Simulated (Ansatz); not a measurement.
# ZrH (quartet): RPA-PBE over a scan of the distance Zr1–H2, def2-TZVP

How well do these functionals follow the top wave-function level for ZrH (quartet) over a scan of the distance Zr1–H2?

Program: Ansatz 0.2.0, Gaussian basis. Level of theory: def2-TZVP, all electrons in the functionals, frozen cores in the correlation of double hybrids and RPA. These are calculated values, not measurements.

The runs, in order: RPA-PBE, at 1.451 Å; 1.646 Å; 1.859 Å; 2.095 Å; 2.272 Å; 2.544 Å; 2.993 Å; 3.504 Å; 4.041 Å; 5.028 Å; 6.205 Å.

38 further runs of the same task are left out: 21 for a known fault of the program, 9 that didn't finish, 8 set aside as unsound or not needed. Runs told in other sessions of the task aren't counted.

## (1) What is computed

The geometry derives from a PBE0/def2-TZVP stationary point (not a proven minimum). One bond is set to the value named and the two fragments are kept rigid. No spin-orbit coupling is included. Elements past krypton take def2 core potentials.

2 atoms, charge 0, spin multiplicity 4.

Atoms are counted from 1 here; the program's logs count them from 0.

Bond lengths: Zr1–H2 1.859 Å.

No dispersion term is added.

The geometry shown and the zero of energy belong to the point 1.859 Å. The yardstick, FCI, and other wave-function levels (R restricted, U unrestricted, valence and pair active spaces) come from earlier runs.

## (2) RPA-PBE, 1.451 Å

The input, in.yaml:

```yaml
crystal:
  periodic: [false, false, false]
  atoms:
    - {symbol: Zr, position_ang: [0.000000, 0.000000, 0.000000]}
    - {symbol: H, position_ang: [0.000000, 0.000000, 1.451000]}
basis:
  gaussian: {orbitals: def2-TZVP}
magnetization: {spin_polarized: true, initial_magnetization: 3}
hamiltonian: {xc: {name: PBE}}
correlation: {method: rpa, electrons: outside_noble_gas}
```

Command:

```console
$ ansatz run in.yaml --threads 1 --pin off --events-out ev --progress --plain --max-ram 2393MiB
```

Further steps of the session: RPA-PBE, 1.646 Å; RPA-PBE, 1.859 Å; RPA-PBE, 2.095 Å; RPA-PBE, 2.272 Å; RPA-PBE, 2.544 Å; RPA-PBE, 2.993 Å; RPA-PBE, 3.504 Å; RPA-PBE, 4.041 Å; RPA-PBE, 5.028 Å; RPA-PBE, 6.205 Å.

Q: Predict the results of all the runs planned. Wanted: span of the FCI curve; largest miss, RPA-PBE.

The runs gave:

```
             quantity                   value
span of the FCI curve            215.0 kJ/mol
largest miss, RPA-PBE  +19.4 kJ/mol (3.504 Å)
```

RPA-PBE strays by up to 19.4 kJ/mol, at 3.504 Å. RPA-PBE clearly breaks the spin symmetry at some points (⟨S²⟩ up to 0.72 above the pure value), so energy there is bought with a mixed spin. Functionals and the yardstick converge differently with the basis, so part of each miss in def2-TZVP is the basis.
